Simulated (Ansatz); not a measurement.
# CH5AlO2Si: up Jacob's ladder to CCSD(T)

One table from this session's results is given with a row withheld; the runs are named, their logs left out.

Method: functionals in def2-TZVPP, the program's frozen cores in correlated methods; program: Ansatz 0.2.0, Gaussian basis.

Plan: LDA (SPW92), PBE-D4, revPBE-D4, BLYP-D4, r2SCAN-D4, B97M-V, PBE0-D4, B3LYP-D4, r2SCANh-D4, r2SCAN0-D4, HSE06-D4, BHLYP-D4, CAM-B3LYP-D4, LC-ωPBE, ωB97X-V, ωB97M-V, B2PLYP, PBE-QIDH; CCSD(T)/def2-SVP; CCSD(T)/def2-TZVPP; MP2/def2-QZVPP; extrapolation to the limit; RPA on PBE.

### Structure used throughout

An earlier PBE0-D4 in a triple-zeta def2 set relaxation fixed the geometry.

10 atoms, charge 0, spin multiplicity 1.

Atoms are counted from 1 here; the program's logs count them from 0.

Bond lengths: O1–C2 1.569 Å, O1–Al4 1.923 Å, O1–H6 0.965 Å, C2–Si3 1.894 Å, C2–Al4 1.953 Å, C2–H7 1.085 Å, Si3–Al4 2.319 Å, Si3–H8 1.497 Å, Si3–H9 1.488 Å, Al4–O5 1.692 Å, O5–H10 0.954 Å. Angles: C2–O1–Al4 67.1°, C2–O1–H6 106.5°, Al4–O1–H6 111.2°, O1–C2–Si3 104.0°, O1–C2–Al4 65.1°, O1–C2–H7 108.4°, Si3–C2–Al4 74.1°, Si3–C2–H7 129.4°, Al4–C2–H7 155.6°, C2–Si3–Al4 54.1°, C2–Si3–H8 123.3°, C2–Si3–H9 104.5°, Al4–Si3–H8 138.0°, Al4–Si3–H9 111.5°, H8–Si3–H9 109.2°, O1–Al4–C2 47.8°, O1–Al4–Si3 79.7°, O1–Al4–O5 113.8° and more.

Set-up of the first run:

The input, in.yaml:

```yaml
crystal:
  periodic: [false, false, false]
  atoms:
    - {symbol: O, position_ang: [0.997844, 0.689289, 0.843381]}
    - {symbol: C, position_ang: [-0.389500, -0.030648, 0.983762]}
    - {symbol: Si, position_ang: [-0.157088, -1.660060, 0.046010]}
    - {symbol: Al, position_ang: [0.097334, 0.467756, -0.841129]}
    - {symbol: O, position_ang: [0.118199, 1.851503, -1.814107]}
    - {symbol: H, position_ang: [0.878687, 1.582888, 1.187557]}
    - {symbol: H, position_ang: [-0.763657, 0.138419, 1.988278]}
    - {symbol: H, position_ang: [0.715517, -2.773354, 0.535438]}
    - {symbol: H, position_ang: [-1.538367, -2.173335, -0.157938]}
    - {symbol: H, position_ang: [0.124029, 1.856342, -2.768451]}
basis:
  gaussian: {orbitals: def2-TZVPP}
hamiltonian: {xc: lda}
output: {orbitals: {seedname: orbitals}}
```

Among the steps run: LDA; PBE-D4 (GGA); revPBE-D4 (GGA); BLYP-D4 (GGA); r2SCAN-D4 (meta-GGA); B97M-V (meta-GGA); PBE0-D4 (hybrid); B3LYP-D4 (hybrid); r2SCANh-D4 (hybrid); r2SCAN0-D4 (hybrid); HSE06-D4 (hybrid); BHLYP-D4 (hybrid); CAM-B3LYP-D4 (range-separated); LC-ωPBE (range-separated); ωB97X-V (range-separated); ωB97M-V (range-separated); B2PLYP (double hybrid); PBE-QIDH (double hybrid).

One of the session's tables, all rows but one given; the rest of the session is left out.

It belongs to the step «Frontier levels by functional». 

```
  functional  HOMO (eV)  gap (eV)
 LDA (SPW92)      -4.99      3.23
      PBE-D4      -4.88      3.33
   revPBE-D4      -4.82      3.38
     BLYP-D4          ?         ?
   r2SCAN-D4      -5.06      3.85
      B97M-V      -5.15      3.76
     PBE0-D4      -5.98      5.23
    B3LYP-D4      -5.78      4.80
  r2SCANh-D4      -5.48      4.54
  r2SCAN0-D4      -6.10      5.55
    HSE06-D4      -5.58      4.47
    BHLYP-D4      -6.96      7.01
CAM-B3LYP-D4      -7.24      7.41
     LC-ωPBE      -8.51      9.82
     ωB97X-V      -8.20      9.39
     ωB97M-V      -8.04      8.90
```

Q: Estimate the row for BLYP-D4 from the others.

Worked estimate for «HOMO (eV)». Against the share of exact exchange, B3LYP-D4 (0.2, -5.78), BHLYP-D4 (0.5, -6.96) give a slope of -3.93 per unit share; at 0 the line stands at -4.99.

As computed: HOMO (eV): -4.74; gap (eV): 3.28. In «HOMO (eV)» the line misses by -0.25.
